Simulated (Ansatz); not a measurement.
# CH8AsNSi: inversion of the pyramid at N1, part 1 of 2

Wanted: the energy profile along the inversion of the pyramid at N1, from relaxed end points and a band of images. SMILES of the start: NC([SiH3])[AsH2].

Program: Ansatz 0.2.0. Level of theory: RKS PBE0/def2-SVP. These are calculated values, not measurements.

### Step 1. Starting point

Bond lengths: N1–C2 1.392 Å, C2–Si3 1.884 Å, C2–As4 1.952 Å, N1–H5 1.080 Å, N1–H6 1.060 Å, C2–H7 1.142 Å, Si3–H8 1.401 Å, Si3–H9 1.458 Å, Si3–H10 1.496 Å, As4–H11 1.501 Å, As4–H12 1.592 Å. Angles (14 of 18 angles, heavy atoms first): N1–C2–Si3 109.5°, N1–C2–As4 111.1°, Si3–C2–As4 110.4°, N1–C2–H7 110.1°, Si3–C2–H7 109.1°, As4–C2–H7 106.5°, C2–N1–H5 110.7°, C2–N1–H6 112.6°, C2–Si3–H8 111.3°, C2–Si3–H9 107.4°, C2–Si3–H10 107.2°, C2–As4–H11 96.8°, C2–As4–H12 92.8°, H5–N1–H6 103.4°.

Coordinates:

```xyz
12

N    -0.8562    1.3004    0.4873
C     0.1734    0.3647    0.4414
Si    0.3684   -0.2721   -1.3213
As   -0.1660   -1.1168    1.6669
H    -0.6070    2.1721   -0.1004
H    -1.0058    1.6946    1.4601
H     1.1542    0.8440    0.7753
H    -0.8040   -0.8946   -1.7704
H     0.7316    0.8656   -2.1573
H     1.5001   -1.2512   -1.3156
H     0.8934   -2.0356    1.1313
H    -1.3050   -1.7264    0.7367
```

### Step 2. Relaxing end A

input.yaml

```yaml
crystal:
  periodic: [false, false, false]
  atoms:
    - { symbol: "N", position_ang: [-0.8562, 1.3004, 0.4873] }
    - { symbol: C, position_ang: [0.1734, 0.3647, 0.4414] }
    - { symbol: Si, position_ang: [0.3684, -0.2721, -1.3213] }
    - { symbol: As, position_ang: [-0.166, -1.1168, 1.6669] }
    - { symbol: H, position_ang: [-0.607, 2.1721, -0.1004] }
    - { symbol: H, position_ang: [-1.0058, 1.6946, 1.4601] }
    - { symbol: H, position_ang: [1.1542, 0.844, 0.7753] }
    - { symbol: H, position_ang: [-0.804, -0.8946, -1.7704] }
    - { symbol: H, position_ang: [0.7316, 0.8656, -2.1573] }
    - { symbol: H, position_ang: [1.5001, -1.2512, -1.3156] }
    - { symbol: H, position_ang: [0.8934, -2.0356, 1.1313] }
    - { symbol: H, position_ang: [-1.305, -1.7264, 0.7367] }
basis:
  gaussian: { orbitals: def2-SVP }
hamiltonian:
  xc: pbe0
relax:
  f_tol: 0.015
  max_steps: 40
```

Started as:

```bash
> ansatz run input.yaml --threads 2 --pin off --max-ram 3072MiB --backend cpu --events-out ev --progress --plain --runs-dir out
```

Log (excerpt; [...] marks lines left out):

```text
Warning: RAYON_NUM_THREADS=2 ignored (pool sized by the plan → 2); use --threads N
[...]
Functional definition: PBE0
[...]
1272 factors; integrals over basis functions are off by at most 3.6e-4 eV
[...]
mean field -71349.43876055 eV, -2622.0435120636 hartree, gradient 1.8e-5 eV, S^2 0.000000; 0 other end points of the search recorded, 0 dependent functions left out
[...]
reference -71349.43878793 eV, -2622.0435130697 hartree; 34, 34 occupied and 84, 84 virtual orbitals, 1272 factors
relax step   1: F+E_penalty+E_count = -71349.43876055 eV  Δ(F+E_penalty+E_count) = +0.000e0 eV  max|allowed force component| = 3.802e0 eV/Å  Δτ_max = 0.0000 Å  (25 SCF iters, accepted)
[...]
relax step   3: F+E_penalty+E_count = -71349.85115379 eV  Δ(F+E_penalty+E_count) = -3.767e-2 eV  max|allowed force component| = 3.908e-1 eV/Å  Δτ_max = 0.0914 Å  (24 SCF iters, accepted)
[...]
relax step   5: F+E_penalty+E_count = -71349.86496899 eV  Δ(F+E_penalty+E_count) = -4.219e-3 eV  max|allowed force component| = 9.525e-2 eV/Å  Δτ_max = 0.0845 Å  (25 SCF iters, accepted)
[...]
relax step   7: F+E_penalty+E_count = -71349.86871840 eV  Δ(F+E_penalty+E_count) = -3.430e-3 eV  max|allowed force component| = 5.358e-2 eV/Å  Δτ_max = 0.0584 Å  (25 SCF iters, accepted)
[...]
relax step   9: F+E_penalty+E_count = -71349.86937212 eV  Δ(F+E_penalty+E_count) = -1.801e-4 eV  max|allowed force component| = 2.317e-2 eV/Å  Δτ_max = 0.0355 Å  (25 SCF iters, accepted)
[...]
1272 factors; integrals over basis functions are off by at most 3.7e-4 eV
mean field -71349.86942960 eV, -2622.0593388593 hartree, gradient 8.0e-6 eV, S^2 0.000000; 1 other end points of the search recorded, 0 dependent functions left out
[...]
reference -71349.86945717 eV, -2622.0593398723 hartree; 34, 34 occupied and 84, 84 virtual orbitals, 1272 factors
Total energy: -71349.86945717 eV, -2622.0593398723 hartree
Atom 0 at    -0.843635     1.380072     0.515716 Å, force    -0.001497     0.004916    -0.001511 eV/Å
Atom 1 at     0.195140     0.368281     0.439064 Å, force     0.002286    -0.002258     0.001224 eV/Å
Atom 2 at     0.389811    -0.242928    -1.340613 Å, force    -0.001096     0.000062    -0.000870 eV/Å
Atom 3 at    -0.332581    -1.113335     1.668732 Å, force     0.002056    -0.004420    -0.005955 eV/Å
Atom 4 at    -0.638068     2.168696    -0.095715 Å, force    -0.001302    -0.000729     0.001208 eV/Å
Atom 5 at    -0.933745     1.753318     1.459898 Å, force     0.001494    -0.001955    -0.002200 eV/Å
Atom 6 at     1.196981     0.683593     0.807163 Å, force    -0.001178     0.000037     0.000352 eV/Å
Atom 7 at    -0.861136    -0.906244    -1.813658 Å, force     0.000802     0.000440     0.000637 eV/Å
Atom 8 at     0.678024     0.920771    -2.244519 Å, force    -0.000091    -0.000395     0.001365 eV/Å
Atom 9 at     1.533757    -1.201374    -1.425157 Å, force    -0.001013     0.000475     0.000520 eV/Å
Atom 10 at     0.890559    -1.984302     1.389593 Å, force    -0.003139     0.001246     0.002084 eV/Å
Atom 11 at    -1.198006    -1.881850     0.673498 Å, force     0.002677     0.002581     0.003145 eV/Å
Dipole moment:     0.191418     0.242555     0.070555 e Å
```

Wall time 43 s (2 threads of Arm Neoverse V1, shared host); peak memory 0.3 GiB.

The steps of the relaxation:

| step | energy from step 1 (eV) | largest force component (eV/Å) |
| --- | --- | --- |
| 1 | 0.0000 | 3.8024 |
| 2 | -0.3747 | 1.4074 |
| 3 | -0.4124 | 0.3908 |
| 4 | -0.4220 | 0.0944 |
| 5 | -0.4262 | 0.0953 |
| 6 | -0.4265 | 0.1251 |
| 7 | -0.4300 | 0.0536 |
| 8 | -0.4304 | 0.0201 |
| 9 | -0.4306 | 0.0232 |
| 10x | -0.4306 | 0.0342 |
| 11 | -0.4307 | 0.0060 |

Step 1 is the start. 1 step was tried and not accepted (marked x).

After: Bond lengths: N1–C2 1.452 Å, C2–Si3 1.892 Å, C2–As4 1.996 Å, N1–H5 1.019 Å, N1–H6 1.019 Å, C2–H7 1.113 Å, Si3–H8 1.493 Å, Si3–H9 1.501 Å, Si3–H10 1.495 Å, As4–H11 1.527 Å, As4–H12 1.526 Å. Angles (14 of 18 angles, heavy atoms first): N1–C2–Si3 110.4°, N1–C2–As4 107.2°, Si3–C2–As4 111.5°, N1–C2–H7 115.4°, Si3–C2–H7 108.1°, As4–C2–H7 104.2°, C2–N1–H5 111.3°, C2–N1–H6 111.5°, C2–Si3–H8 110.8°, C2–Si3–H9 109.6°, C2–Si3–H10 109.8°, C2–As4–H11 95.7°, C2–As4–H12 97.0°, H5–N1–H6 106.9°.

### Step 3. End point B

The second end starts from a geometry with the move made by hand.

input.yaml: that of step 2 with these lines changed.

```diff
@@ -7,4 +7,4 @@
     - { symbol: As, position_ang: [-0.166, -1.1168, 1.6669] }
-    - { symbol: H, position_ang: [-0.607, 2.1721, -0.1004] }
-    - { symbol: H, position_ang: [-1.0058, 1.6946, 1.4601] }
+    - { symbol: H, position_ang: [-1.329, 1.39624, -0.47946] }
+    - { symbol: H, position_ang: [-1.65157, 1.00065, 1.12106] }
     - { symbol: H, position_ang: [1.1542, 0.844, 0.7753] }
```

Started as:

```bash
> ansatz run input.yaml --threads 2 --pin off --max-ram 3072MiB --backend cpu --events-out ev --progress --plain --runs-dir out
```

Log (excerpt; [...] marks lines left out):

```text
Warning: RAYON_NUM_THREADS=2 ignored (pool sized by the plan → 2); use --threads N
[...]
Functional definition: PBE0
[...]
1272 factors; integrals over basis functions are off by at most 3.5e-4 eV
[...]
mean field -71349.24151090 eV, -2622.0362632728 hartree, gradient 2.9e-5 eV, S^2 0.000000; 0 other end points of the search recorded, 0 dependent functions left out
[...]
reference -71349.24153800 eV, -2622.0362642686 hartree; 34, 34 occupied and 84, 84 virtual orbitals, 1272 factors
relax step   1: F+E_penalty+E_count = -71349.24151090 eV  Δ(F+E_penalty+E_count) = +0.000e0 eV  max|allowed force component| = 4.286e0 eV/Å  Δτ_max = 0.0000 Å  (26 SCF iters, accepted)
[...]
relax step   4: F+E_penalty+E_count = -71349.78871562 eV  Δ(F+E_penalty+E_count) = -5.739e-2 eV  max|allowed force component| = 2.127e-1 eV/Å  Δτ_max = 0.2000 Å  (28 SCF iters, accepted)
[...]
Atom 2 at     0.488668    -0.237450    -1.390353 Å, force    -0.001501    -0.000588    -0.002561 eV/Å
Atom 3 at    -0.332189    -1.186082     1.636998 Å, force    -0.000295    -0.002912     0.000466 eV/Å
Atom 4 at    -1.840845     0.941927    -0.030120 Å, force     0.007531     0.001907     0.002816 eV/Å
Atom 5 at    -1.164117     1.722083     1.243041 Å, force     0.000522    -0.001683    -0.002969 eV/Å
Atom 6 at     0.994600     0.788023     0.778089 Å, force    -0.000806    -0.001313     0.001871 eV/Å
Atom 7 at    -0.759527    -0.784775    -2.010260 Å, force     0.000674     0.000641     0.000939 eV/Å
Atom 8 at     0.977949     0.903261    -2.224654 Å, force    -0.000034    -0.000788    -0.000050 eV/Å
Atom 9 at     1.529410    -1.309694    -1.367969 Å, force    -0.000130     0.000033     0.000267 eV/Å
Atom 10 at     0.897684    -2.041603     1.337537 Å, force    -0.002174     0.002071    -0.000056 eV/Å
Atom 11 at    -1.192941    -1.974227     0.648427 Å, force     0.002037     0.001408     0.000462 eV/Å
Dipole moment:    -0.080151     0.026924     0.112896 e Å
```

Run time: 52 s. Hardware: 2 threads of Arm Neoverse V1, shared host; peak memory 0.3 GiB.

Relaxation path:

```
step  energy from step 1 (eV)  largest force component (eV/Å)
   1                   0.0000                          4.2859
   2                  -0.4209                          1.4492
   3                  -0.4898                          0.3257
   4                  -0.5472                          0.2127
   5                  -0.5658                          1.1564
   6                  -0.6439                          0.1776
   7                  -0.6525                          0.3884
   8                  -0.6684                          0.0962
   9                  -0.6694                          0.0746
  10                  -0.6699                          0.0183
  11                  -0.6700                          0.0067
  12                  -0.6701                          0.0260
  13                  -0.6701                          0.0076
```

Step 1 is the start.

After: Bond lengths: N1–C2 1.447 Å, C2–Si3 1.894 Å, C2–As4 2.016 Å, N1–H5 1.018 Å, N1–H6 1.019 Å, C2–H7 1.104 Å, Si3–H8 1.497 Å, Si3–H9 1.496 Å, Si3–H10 1.494 Å, As4–H11 1.528 Å, As4–H12 1.529 Å. Angles (14 of 18 angles, heavy atoms first): N1–C2–Si3 109.5°, N1–C2–As4 113.0°, Si3–C2–As4 113.9°, N1–C2–H7 108.8°, Si3–C2–H7 106.7°, As4–C2–H7 104.5°, C2–N1–H5 111.7°, C2–N1–H6 112.3°, C2–Si3–H8 108.2°, C2–Si3–H9 111.2°, C2–Si3–H10 110.5°, C2–As4–H11 97.7°, C2–As4–H12 95.5°, H5–N1–H6 107.2°.

### Step 4. The band

crystal.atoms is end A as relaxed above, and neb.final_atoms is end B, turned to lie on A. With 5 inner images the band has 7 in all. The start path is listed, through a guess of the saddle.

input.yaml

```yaml
crystal:
  periodic: [false, false, false]
  atoms:
    - { symbol: "N", position_ang: [-0.843635, 1.380072, 0.515716] }
    - { symbol: C, position_ang: [0.19514, 0.368281, 0.439064] }
    - { symbol: Si, position_ang: [0.389811, -0.242928, -1.340613] }
    - { symbol: As, position_ang: [-0.332581, -1.113335, 1.668732] }
    - { symbol: H, position_ang: [-0.638068, 2.168696, -0.095715] }
    - { symbol: H, position_ang: [-0.933745, 1.753318, 1.459898] }
    - { symbol: H, position_ang: [1.196981, 0.683593, 0.807163] }
    - { symbol: H, position_ang: [-0.861136, -0.906244, -1.813658] }
    - { symbol: H, position_ang: [0.678024, 0.920771, -2.244519] }
    - { symbol: H, position_ang: [1.533757, -1.201374, -1.425157] }
    - { symbol: H, position_ang: [0.890559, -1.984302, 1.389593] }
    - { symbol: H, position_ang: [-1.198006, -1.88185, 0.673498] }
basis:
  gaussian: { orbitals: def2-SVP }
hamiltonian:
  xc: pbe0
neb:
  order_check: false
  images: 5
  f_tol: 0.03
  max_iterations: 60
  final_atoms:
    - { symbol: "N", position_ang: [-0.62423223, 1.54595442, 0.44550634] }
    - { symbol: C, position_ang: [0.27865342, 0.41572301, 0.41775779] }
    - { symbol: Si, position_ang: [0.49388155, -0.1778911, -1.36750542] }
    - { symbol: As, position_ang: [-0.24645185, -1.04391493, 1.70502971] }
    - { symbol: H, position_ang: [-1.5626921, 1.28560096, 0.1479122] }
    - { symbol: H, position_ang: [-0.70571214, 1.95361678, 1.37546395] }
    - { symbol: H, position_ang: [1.27344892, 0.74554419, 0.76539044] }
    - { symbol: H, position_ang: [-0.85423488, -0.54660486, -1.90460163] }
    - { symbol: H, position_ang: [1.07570526, 0.89706333, -2.22926512] }
    - { symbol: H, position_ang: [1.38097834, -1.37952462, -1.41738834] }
    - { symbol: H, position_ang: [0.83558486, -2.05223344, 1.32205321] }
    - { symbol: H, position_ang: [-1.26782816, -1.69863574, 0.77364887] }
  initial_path:
    images:
      - { positions_ang: [[-0.843635, 1.380072, 0.515716], [0.19514, 0.368281, 0.439064], [0.389811, -0.242928, -1.340613], [-0.332581, -1.113335, 1.668732], [-0.638068, 2.168696, -0.095715], [-0.933745, 1.753318, 1.459898], [1.196981, 0.683593, 0.807163], [-0.861136, -0.906244, -1.813658], [0.678024, 0.920771, -2.244519], [1.533757, -1.201374, -1.425157], [0.890559, -1.984302, 1.389593], [-1.198006, -1.88185, 0.673498]] }
      - { positions_ang: [[-0.79043951, 1.38610336, 0.52924619], [0.22267916, 0.37732262, 0.45002099], [0.38763305, -0.23834661, -1.32798234], [-0.26512847, -1.10092936, 1.67532451], [-0.69187514, 2.10739367, -0.17835808], [-1.01991242, 1.66080261, 1.46778912], [1.23041225, 0.72319762, 0.79983459], [-0.8541162, -0.85898394, -1.78500244], [0.71921017, 0.91133486, -2.20789514], [1.50426488, -1.22854093, -1.39635452], [0.87697835, -2.00866671, 1.29774547], [-1.24260512, -1.78598919, 0.70963364]] }
      - { positions_ang: [[-0.73724403, 1.39213472, 0.54277637], [0.25021833, 0.38636425, 0.46097797], [0.38545509, -0.23376521, -1.31535168], [-0.19767593, -1.08852373, 1.68191702], [-0.74568227, 2.04609134, -0.26100116], [-1.10607984, 1.56828721, 1.47568025], [1.26384351, 0.76280224, 0.79250619], [-0.84709641, -0.81172388, -1.75634687], [0.76039634, 0.90189871, -2.17127128], [1.47477276, -1.25570787, -1.36755203], [0.8633977, -2.03303142, 1.20589795], [-1.28720424, -1.69012837, 0.74576928]] }
      - { positions_ang: [[-0.68404854, 1.39816609, 0.55630656], [0.27775749, 0.39540587, 0.47193496], [0.38327714, -0.22918382, -1.30272102], [-0.1302234, -1.07611809, 1.68850953], [-0.79948941, 1.98478901, -0.34364424], [-1.19224726, 1.47577182, 1.48357137], [1.29727476, 0.80240686, 0.78517778], [-0.84007661, -0.76446382, -1.72769131], [0.80158251, 0.89246257, -2.13464743], [1.44528064, -1.2828748, -1.33874955], [0.84981706, -2.05739614, 1.11405042], [-1.33180336, -1.59426756, 0.78190492]] }
      - { positions_ang: [[-0.66410977, 1.44742887, 0.51937316], [0.27805613, 0.40217825, 0.4538759], [0.42014527, -0.21208624, -1.32431582], [-0.16896621, -1.0653837, 1.69401626], [-1.05389031, 1.75172633, -0.17979209], [-1.03006889, 1.63505347, 1.44753556], [1.28933281, 0.78345264, 0.778582], [-0.84479604, -0.69184417, -1.78666142], [0.89295676, 0.89399615, -2.16618666], [1.42384654, -1.31509141, -1.36496248], [0.84507299, -2.05567524, 1.18338469], [-1.31047829, -1.62905695, 0.7791529]] }
      - { positions_ang: [[-0.644171, 1.49669164, 0.48243975], [0.27835477, 0.40895063, 0.43581684], [0.45701341, -0.19498867, -1.34591062], [-0.20770903, -1.05464932, 1.69952299], [-1.30829121, 1.51866364, -0.01593995], [-0.86789051, 1.79433513, 1.41149976], [1.28139087, 0.76449842, 0.77198622], [-0.84951546, -0.61922452, -1.84563152], [0.98433101, 0.89552974, -2.19772589], [1.40241244, -1.34730802, -1.39117541], [0.84032893, -2.05395434, 1.25271895], [-1.28915323, -1.66384634, 0.77640089]] }
      - { positions_ang: [[-0.62423223, 1.54595442, 0.44550634], [0.27865342, 0.41572301, 0.41775779], [0.49388155, -0.1778911, -1.36750542], [-0.24645185, -1.04391493, 1.70502971], [-1.5626921, 1.28560096, 0.1479122], [-0.70571214, 1.95361678, 1.37546395], [1.27344892, 0.74554419, 0.76539044], [-0.85423488, -0.54660486, -1.90460163], [1.07570526, 0.89706333, -2.22926512], [1.38097834, -1.37952462, -1.41738834], [0.83558486, -2.05223344, 1.32205321], [-1.26782816, -1.69863574, 0.77364887]] }
```

Started as:

```bash
> ansatz run input.yaml --threads 2 --pin off --max-ram 3072MiB --backend cpu --events-out ev --progress --plain --runs-dir out
```

Log (excerpt; [...] marks lines left out):

```text
Warning: RAYON_NUM_THREADS=2 ignored (pool sized by the plan → 2); use --threads N
[...]
Functional definition: PBE0
[...]
1273 factors; integrals over basis functions are off by at most 3.5e-4 eV
[...]
mean field -71349.86943424 eV, -2622.0593390299 hartree, gradient 1.5e-5 eV, S^2 0.000000; 0 other end points of the search recorded, 0 dependent functions left out
[...]
reference -71349.86946178 eV, -2622.0593400418 hartree; 34, 34 occupied and 84, 84 virtual orbitals, 1273 factors
1273 factors; integrals over basis functions are off by at most 8.2e-4 eV
[...]
mean field -71349.91161443 eV, -2622.0608891231 hartree, gradient 2.5e-5 eV, S^2 0.000000; 0 other end points of the search recorded, 0 dependent functions left out
[...]
reference -71349.91164232 eV, -2622.0608901483 hartree; 34, 34 occupied and 84, 84 virtual orbitals, 1273 factors
[...]
Atom 3 at    -0.242158    -1.178870     1.716215 Å, force     0.018721    -0.000931    -0.013625 eV/Å
Atom 4 at    -1.535995     1.415142    -0.028127 Å, force     0.000342     0.000951    -0.001645 eV/Å
Atom 5 at    -0.571886     2.215437     1.147549 Å, force     0.006085    -0.000321    -0.002611 eV/Å
Atom 6 at     1.207497     0.713926     0.866194 Å, force    -0.001295     0.000735     0.001424 eV/Å
Atom 7 at    -0.830398    -0.518160    -1.891932 Å, force     0.001721    -0.000627    -0.000051 eV/Å
Atom 8 at     1.060080     0.982366    -2.112162 Å, force     0.000263     0.000212     0.001251 eV/Å
Atom 9 at     1.419862    -1.332296    -1.435450 Å, force     0.001990     0.000574    -0.000202 eV/Å
Atom 10 at     0.840847    -2.155117     1.246419 Å, force    -0.003053    -0.009614     0.005843 eV/Å
Atom 11 at    -1.270490    -1.790635     0.764171 Å, force    -0.004120     0.003915     0.001202 eV/Å
Dipole moment:     0.004189     0.317773    -0.050991 e Å
this run last wrote the band of iteration 19 to <dir>; this run last wrote the band within `neb.f_tol` of iteration 17 to <dir>
```

Wall time 5.5 min (2 threads of Arm Neoverse V1, shared host); peak memory 0.3 GiB.

### Step 5. Images and barrier

The 5 inner images lie between the fixed ends 0 and 6. Energy is taken from image 0, and the path length is the program's own coordinate along the band.

| image | path (Å) | energy (eV) | sum of angles at N1 (°) | band force (eV/Å) |
| --- | --- | --- | --- | --- |
| 0 | 0.000 | 0.0000 | 329.7 | - |
| 1 | 0.551 | 0.0316 | 331.2 | 0.023 |
| 2 | 1.102 | 0.0811 | 335.8 | 0.023 |
| 3* | 1.653 | 0.1311 | 359.0 | 0.018 |
| 4 | 1.867 | 0.0606 | 353.9 | 0.026 |
| 5 | 2.080 | -0.0228 | 338.3 | 0.020 |
| 6 | 2.294 | -0.0422 | 331.2 | - |

The star marks the climbing image.

image, energy (eV) and a bar:
```
        0      0.000 #######
        1      0.032 #############
        2      0.081 #####################
        3      0.131 ##############################
        4      0.061 ##################
        5     -0.023 ###
        6     -0.042
```

The top of the band by iteration:

```
iteration  highest image above image 0 (eV)  largest band force (eV/Å)
        1                            1.2458                     12.265
        3                            0.2191                      1.353
        5                            0.1454                      0.410
        7                            0.1713                      0.217
        9                            0.1518                      0.146
       11                            0.1451                      0.129
       13                            0.1369                      0.165
       15                            0.1330                      0.075
       17                            0.1315                      0.024
       19                            0.1311                      0.026
```

Positions of all images (Å):

```xyz
12
image=0 dE=0.0000
N    -0.844    1.380    0.516
C     0.195    0.368    0.439
Si    0.390   -0.243   -1.341
As   -0.333   -1.113    1.669
H    -0.638    2.169   -0.096
H    -0.934    1.753    1.460
H     1.197    0.684    0.807
H    -0.861   -0.906   -1.814
H     0.678    0.921   -2.245
H     1.534   -1.201   -1.425
H     0.891   -1.984    1.390
H    -1.198   -1.882    0.673
12
image=1 dE=0.0316
N    -0.882    1.332    0.581
C     0.195    0.364    0.465
Si    0.418   -0.220   -1.319
As   -0.262   -1.148    1.694
H    -0.925    1.962   -0.217
H    -0.781    1.910    1.412
H     1.187    0.727    0.808
H    -0.875   -0.738   -1.858
H     0.846    0.941   -2.171
H     1.466   -1.280   -1.392
H     0.905   -2.055    1.300
H    -1.215   -1.850    0.730
12
image=2 dE=0.0811
N    -0.864    1.329    0.652
C     0.199    0.353    0.493
Si    0.454   -0.183   -1.303
As   -0.238   -1.184    1.708
H    -1.224    1.701   -0.222
H    -0.605    2.107    1.250
H     1.180    0.726    0.846
H    -0.860   -0.619   -1.870
H     0.946    0.973   -2.123
H     1.439   -1.300   -1.399
H     0.884   -2.123    1.252
H    -1.235   -1.835    0.751
12
image=3 dE=0.1311
N    -0.739    1.395    0.588
C     0.235    0.356    0.488
Si    0.504   -0.158   -1.315
As   -0.242   -1.179    1.716
H    -1.536    1.415   -0.028
H    -0.572    2.215    1.148
H     1.207    0.714    0.866
H    -0.830   -0.518   -1.892
H     1.060    0.982   -2.112
H     1.420   -1.332   -1.435
H     0.841   -2.155    1.246
H    -1.270   -1.791    0.764
12
image=4 dE=0.0606
N    -0.657    1.476    0.473
C     0.244    0.365    0.475
Si    0.501   -0.164   -1.323
As   -0.251   -1.155    1.720
H    -1.565    1.367    0.043
H    -0.614    2.161    1.213
H     1.223    0.708    0.852
H    -0.839   -0.525   -1.887
H     1.056    0.972   -2.124
H     1.411   -1.344   -1.440
H     0.840   -2.127    1.257
H    -1.271   -1.791    0.775
12
image=5 dE=-0.0228
N    -0.622    1.530    0.423
C     0.260    0.389    0.445
Si    0.497   -0.172   -1.346
As   -0.258   -1.099    1.715
H    -1.567    1.313    0.120
H    -0.656    2.061    1.288
H     1.247    0.715    0.815
H    -0.848   -0.540   -1.892
H     1.058    0.945   -2.165
H     1.399   -1.360   -1.440
H     0.840   -2.077    1.292
H    -1.270   -1.762    0.780
12
image=6 dE=-0.0422
N    -0.624    1.546    0.446
C     0.279    0.416    0.418
Si    0.494   -0.178   -1.368
As   -0.246   -1.044    1.705
H    -1.563    1.286    0.148
H    -0.706    1.954    1.375
H     1.273    0.746    0.765
H    -0.854   -0.547   -1.905
H     1.076    0.897   -2.229
H     1.381   -1.380   -1.417
H     0.836   -2.052    1.322
H    -1.268   -1.699    0.774
```

(Continued in part 2 of 2.)
